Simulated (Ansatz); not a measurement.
# CAM-B3LYP/def2-SVP run of CH4BFOSi (SMILES O=CB[SiH2]F)

Aim: the vertical ionisation energy of CH4BFOSi at CAM-B3LYP/def2-SVP, from 2 runs. 

The results are computed with Ansatz 0.2.0.

152 further runs of the same task are left out: 152 set aside as unsound or not needed.

## (1) Starting point

CH4BFOSi: 9 atoms, total charge 0, spin state singlet. As SMILES, `O=CB[SiH2]F`. The coordinates come from a PBE0-D4/def2-TZVP relaxation. This is one conformer, not always the lowest.

Bond lengths: O1–C2 1.227 Å, C2–B3 1.522 Å, B3–Si4 2.001 Å, Si4–F5 1.610 Å, C2–H6 1.099 Å, B3–H7 1.195 Å, Si4–H8 1.489 Å, Si4–H9 1.486 Å. Some angles: O1–C2–B3 90.0°, C2–B3–Si4 120.9°, B3–Si4–F5 110.9°, O1–C2–H6 122.9°, B3–C2–H6 147.1°, C2–B3–H7 117.0°, Si4–B3–H7 122.0°, B3–Si4–H8 109.8°, B3–Si4–H9 112.6°, F5–Si4–H8 107.4°.

## (2) A single-point energy at CAM-B3LYP/def2-SVP

Contents of input.yaml:

```yaml
crystal:
  periodic: [false, false, false]
  atoms:
    - {symbol: O, position_ang: [-0.789500, 0.780400, 1.703800]}
    - {symbol: C, position_ang: [-0.128300, 1.442100, 0.910400]}
    - {symbol: B, position_ang: [0.628100, 0.188700, 0.495800]}
    - {symbol: Si, position_ang: [-0.077200, -1.007600, -0.945000]}
    - {symbol: F, position_ang: [-1.360800, -0.349200, -1.659700]}
    - {symbol: H, position_ang: [-0.262400, 2.525000, 0.778500]}
    - {symbol: H, position_ang: [1.608700, -0.084900, 1.121700]}
    - {symbol: H, position_ang: [0.964000, -1.202600, -1.991900]}
    - {symbol: H, position_ang: [-0.494200, -2.338100, -0.430900]}
basis:
  gaussian:
    orbitals: def2-SVP
hamiltonian:
  xc: {name: CAM-B3LYP}
accuracy: high
output: {orbitals: {seedname: orbitals}}
```

Run with:

```console
$ ansatz run input.yaml --threads 1 --pin off --max-ram 3480MiB --events-out events.jsonl --progress --plain --runs-dir runs
```

What it wrote:

```text
Warning: RAYON_NUM_THREADS=1 ignored (pool sized by the plan → 1); use --threads N
Functional definition: CAM-B3LYP
  name "CAM-B3LYP"
  parameter alpha = 0.19
  parameter beta = 0.46
  parameter omega = 0.33/bohr
  parameter ac = 0.81
  exchange = (1 - alpha - beta)*b88_x + beta*b88_x_sr(omega) + alpha*exact_x + beta*exact_x_lr(omega)
  correlation = (1 - ac)*vwn5_c + ac*lyp_c
2118 factors; integrals over basis functions are off by at most 3.7e-9 eV
436 factors; integrals over basis functions are off by at most 2.5e-9 eV
mean field evaluation 1: about -14406.4223 eV, gradient 4.3e1 eV
mean field evaluation 2: about -14401.8029 eV, gradient 6.8e1 eV
mean field evaluation 4: about -14409.7387 eV, gradient 3.4e0 eV
mean field evaluation 8: about -14409.9249 eV, gradient 1.5e-1 eV
mean field evaluation 16: about -14409.9250 eV, gradient 1.7e-4 eV
mean field -14409.92504889 eV, -529.5549781487 hartree, gradient 8.3e-8 eV, S^2 0.000000; 0 other end points of the search recorded, 0 dependent functions left out
reference -14409.92506896 eV, -529.5549788864 hartree; 23, 23 occupied and 71, 71 virtual orbitals, 2118 factors
Total energy: -14409.92506896 eV, -529.5549788864 hartree
```

Wall time 9.6 s (1 thread of Arm Neoverse V2, shared host); peak memory 0.36 GiB.

## (3) The doublet cation

Contents of in.yaml:

```yaml
basis:
  gaussian:
    orbitals: def2-SVP
crystal:
  periodic: [false, false, false]
  atoms:
    - {symbol: O, position_ang: [-0.789500, 0.780400, 1.703800]}
    - {symbol: C, position_ang: [-0.128300, 1.442100, 0.910400]}
    - {symbol: B, position_ang: [0.628100, 0.188700, 0.495800]}
    - {symbol: Si, position_ang: [-0.077200, -1.007600, -0.945000]}
    - {symbol: F, position_ang: [-1.360800, -0.349200, -1.659700]}
    - {symbol: H, position_ang: [-0.262400, 2.525000, 0.778500]}
    - {symbol: H, position_ang: [1.608700, -0.084900, 1.121700]}
    - {symbol: H, position_ang: [0.964000, -1.202600, -1.991900]}
    - {symbol: H, position_ang: [-0.494200, -2.338100, -0.430900]}
total_charge: 1
magnetization:
  spin_polarized: true
  initial_magnetization: 1
hamiltonian:
  xc: {name: CAM-B3LYP}
accuracy: high
output: {orbitals: {seedname: orbitals}}
```

Run with:

```console
$ ansatz run in.yaml --threads 1 --pin off --max-ram 3480MiB --events-out events.jsonl --progress --plain --runs-dir runs
```

What it wrote (excerpt; [...] marks lines left out):

```text
Warning: RAYON_NUM_THREADS=1 ignored (pool sized by the plan → 1); use --threads N
[... 2 set-up lines as earlier in the session ...]
[...]
2117 factors; integrals over basis functions are off by at most 3.7e-9 eV
436 factors; integrals over basis functions are off by at most 2.5e-9 eV
[...]
mean field -14399.46477094 eV, -529.1705700244 hartree, gradient 8.0e-8 eV, S^2 0.776912; 4 other end points of the search recorded, 0 dependent functions left out
reference -14399.46479109 eV, -529.1705707646 hartree; 23, 22 occupied and 71, 72 virtual orbitals, 2117 factors
Total energy: -14399.46479109 eV, -529.1705707646 hartree
```

Run time: 34 s. Hardware: 1 thread of Arm Neoverse V2, shared host; peak memory 0.52 GiB.

## (4) Summary of results

Level: CAM-B3LYP/def2-SVP.

```
                                          quantity          value
                    singlet CH4BFOSi: total energy  -529.55498 Eh
                     singlet CH4BFOSi: HOMO energy       -9.49 eV
                     singlet CH4BFOSi: LUMO energy       -0.46 eV
                   singlet CH4BFOSi: HOMO–LUMO gap        9.03 eV
                      doublet cation: total energy  -529.17057 Eh
doublet cation: HOMO energy (highest over α and β)      -15.76 eV
 doublet cation: LUMO energy (lowest over α and β)      -11.43 eV
                              doublet cation: ⟨S²⟩          0.777
vertical ionisation energy (to the doublet cation)      10.460 eV
```

The vertical ionisation energy comes to 10.46 eV (1009 kJ/mol). −ε(HOMO) before ionisation, 9.49 eV, is 0.97 eV below this ionisation energy.
